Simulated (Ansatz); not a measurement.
# CHF2NSn: one species, many methods

Aim: compute CHF2NSn with functionals from several rungs and with coupled cluster. The yardstick is the atomisation energy at the CCSD(T) limit.

Method: functionals in def2-TZVPP, the program's frozen cores in correlated methods; program: Ansatz 0.2.0, Gaussian basis.

The runs, in order: LDA (SPW92), PBE-D4, revPBE-D4, BLYP-D4, r2SCAN-D4, B97M-V, PBE0-D4, B3LYP-D4, r2SCANh-D4, r2SCAN0-D4, HSE06-D4, BHLYP-D4, CAM-B3LYP-D4, LC-ωPBE, ωB97X-V, ωB97M-V, B2PLYP, PBE-QIDH; CCSD(T)/def2-SVP; CCSD(T)/def2-TZVPP; MP2/def2-QZVPP; extrapolation to the limit; RPA on PBE.

### 1 The geometry

An earlier PBE0-D4 in a triple-zeta def2 set relaxation fixed the geometry. Sn takes the def2 core potential; no spin-orbit term is included.

SMILES `N#[C][SnH]([F])[F]`, 6 atoms, charge 0, spin multiplicity 1.

Atoms are counted from 1 here; the program's logs count them from 0.

Bond lengths: N1–C2 1.151 Å, C2–Sn3 2.088 Å, Sn3–F4 1.894 Å, Sn3–F5 1.894 Å, Sn3–H6 1.682 Å. Angles: N1–C2–Sn3 177.1°, C2–Sn3–F4 105.6°, C2–Sn3–F5 105.6°, C2–Sn3–H6 117.9°, F4–Sn3–F5 104.5°, F4–Sn3–H6 111.1°, F5–Sn3–H6 111.1°.

Geometry (Å):

| atom | x (Å) | y (Å) | z (Å) |
| --- | --- | --- | --- |
| N1 | 1.7499 | -1.6929 | 1.0790 |
| C2 | 0.9935 | -0.9607 | 0.6128 |
| Sn3 | -0.3870 | 0.4136 | -0.1380 |
| F4 | -1.7723 | -0.6241 | -0.9068 |
| F5 | 0.4657 | 1.2371 | -1.6150 |
| H6 | -1.0077 | 1.5631 | 0.9219 |

### 2 LDA

This LDA is Slater exchange with PW92 correlation.

File in.yaml:

```yaml
crystal:
  periodic: [false, false, false]
  atoms:
    - {symbol: N, position_ang: [1.749873, -1.692893, 1.078999]}
    - {symbol: C, position_ang: [0.993457, -0.960712, 0.612792]}
    - {symbol: Sn, position_ang: [-0.386999, 0.413568, -0.137969]}
    - {symbol: F, position_ang: [-1.772252, -0.624076, -0.906817]}
    - {symbol: F, position_ang: [0.465683, 1.237097, -1.614957]}
    - {symbol: H, position_ang: [-1.007662, 1.563114, 0.921852]}
basis:
  gaussian: {orbitals: def2-TZVPP}
hamiltonian: {xc: lda}
output: {orbitals: {seedname: orbitals}}
```

The runs that follow: PBE-D4 (GGA); revPBE-D4 (GGA); BLYP-D4 (GGA); r2SCAN-D4 (meta-GGA); B97M-V (meta-GGA); PBE0-D4 (hybrid); B3LYP-D4 (hybrid); r2SCANh-D4 (hybrid); r2SCAN0-D4 (hybrid); HSE06-D4 (hybrid); BHLYP-D4 (hybrid); CAM-B3LYP-D4 (range-separated); LC-ωPBE-D4 (range-separated); ωB97X-V (range-separated); ωB97M-V (range-separated); B2PLYP (double hybrid); PBE-QIDH (double hybrid); CCSD(T) in def2-SVP; CCSD(T) in def2-TZVPP; MP2 in def2-QZVPP; RPA on PBE orbitals.

Before running them: what should the planned runs give, taken together? Wanted: atomisation energy, CCSD(T)/CBS; farthest beyond LDA; mean size of error, GGA; mean size of error, meta-GGA; mean size of error, hybrid; mean size of error, range-separated; mean size of error, double hybrid; gap, smallest and largest; T1 diagnostic.

**Answer**, as computed:

| quantity | value |
| --- | --- |
| atomisation energy, CCSD(T)/CBS | 2283.3 kJ/mol |
| functionals within 22.8 kJ/mol (1.0 %) | BLYP-D4, B97M-V, CAM-B3LYP-D4, LC-ωPBE, ωB97X-V, ωB97M-V |
| farthest beyond LDA | BHLYP-D4 (-182.8 kJ/mol) |
| mean size of error, GGA | 33.9 kJ/mol |
| mean size of error, meta-GGA | 19.3 kJ/mol |
| mean size of error, hybrid | 89.8 kJ/mol |
| mean size of error, range-separated | 16.4 kJ/mol |
| mean size of error, double hybrid | 56.9 kJ/mol |
| gap, smallest and largest | 5.90 eV (LDA (SPW92)), 13.93 eV (LC-ωPBE) |
| T1 diagnostic | 0.0149 |
| triples share of the correlation energy | 3.6 % |

**Reading.** The LDA atomisation energy is off by 388.0 kJ/mol (17 %): it overbinds. PBE-D4 misses by +66.7 kJ/mol. Double hybrids carry the basis error of their MP2 part in triple zeta, and no dispersion term here, so their miss is partly the set-up's. The rungs range-separated, meta-GGA miss on average by less than the doubt on the reference (22.8 kJ/mol), so they tie; hybrid functionals have the largest mean beyond LDA (89.8 kJ/mol), BHLYP with half exact exchange included. The reference freezes the cores and leaves out spin-orbit coupling and excitations past (T), and its outer-core shells are covered unevenly, so misses under about 22.8 kJ/mol can't be ranked. All levels share the lack of spin-orbit coupling, which lowers the free heavy atoms and so the true binding. Hartree-Fock recovers 62 % of the binding; the rest is correlation. CCSD(T) in def2-SVP is off by -207.4 kJ/mol, more than most functionals: a good method in a small basis is no reference. The gap grows from 5.9 to 13.9 eV across the functionals, mostly with the share of exact exchange. Correlated methods include outer-core shells of Sn, which these sets cover unevenly.
